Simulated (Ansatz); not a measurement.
# GdSe: the cost of one run

Method: DFT r²SCAN+U (U_eff = 4 eV on Gd f), plane waves, PAW, no spin–orbit coupling unless a run says so, in Ansatz 0.2.0.

## (1) The system as given

The structure is cubic, space group Fm-3m (No. 225). The conventional cell has a = 5.771 Å, b = 5.771 Å, c = 5.771 Å, α = 90.00°, β = 90.00°, γ = 90.00°. Around Gd (site symmetry m-3m) lie 6 Se at 2.89 Å. Around Se (site symmetry m-3m) lie 6 Gd at 2.89 Å.

Coordinates:

```cif
data_structure
_symmetry_space_group_name_H-M 'Fm-3m'
_symmetry_Int_Tables_number 225
_cell_length_a 5.7710
_cell_length_b 5.7710
_cell_length_c 5.7710
_cell_angle_alpha 90.000
_cell_angle_beta 90.000
_cell_angle_gamma 90.000
_cell_volume 192.20
loop_
_atom_site_label
_atom_site_type_symbol
_atom_site_symmetry_multiplicity
_atom_site_Wyckoff_symbol
_atom_site_fract_x
_atom_site_fract_y
_atom_site_fract_z
_atom_site_occupancy
Gd1 Gd 4 b 0.00000 0.00000 0.50000 1
Se1 Se 4 a 0.00000 0.00000 0.00000 1
```

Magnetic order typed: antiferromagnetic, doubled cell 0 0 1/2.

An earlier series on this cell reached its lowest free state from «natural orbitals of the symmetric run, filled by rank», perhaps among other starts.

## (2) From atoms, default search

input.yaml

```yaml
crystal:
  lattice:
    - [0.0, 2.88550036, 2.88550036]
    - [2.88550036, 0.0, 2.88550036]
    - [5.77100072, 5.77100072, 0.0]
  atoms:
    - { symbol: Gd, position: [0.5, 0.5, 0.25], spin: 7.0 }
    - { symbol: Se, position: [0.0, 0.0, 0.0] }
    - { symbol: Gd, position: [0.5, 0.5, 0.75], spin: -7.0 }
    - { symbol: Se, position: [0.0, 0.0, 0.5] }
basis:
  ecutwfc: 500
  ecutrho_ratio: 4
kpoints:
  mp_grid: { grid: [6, 6, 6] }
hamiltonian:
  xc: r2scan
  hubbard:
    sites: [{ site: 0, l: f, u_eff: 4.0 }, { site: 2, l: f, u_eff: 4.0 }]
scf:
  occupations: { method: gaussian, width: 0.05 }
output:
  forces: true
  stress: true
  eigenvalues: true
  populations: true
  hubbard: { sites: [{ site: 0, l: f }, { site: 2, l: f }] }
  write_density: true
  write_potential: true
  elf: true
  volumetric_format: npy
magnetization:
  spin_polarized: true
```

Command:

```sh
> ansatz run input.yaml --threads 4 --pin off --max-ram 6144MiB --backend cpu --events-out ev --progress --plain --runs-dir out
```

What time and memory should one allow on 4 threads of Arm Neoverse V1, shared host?

About 14 s, with a peak of 1 GiB.
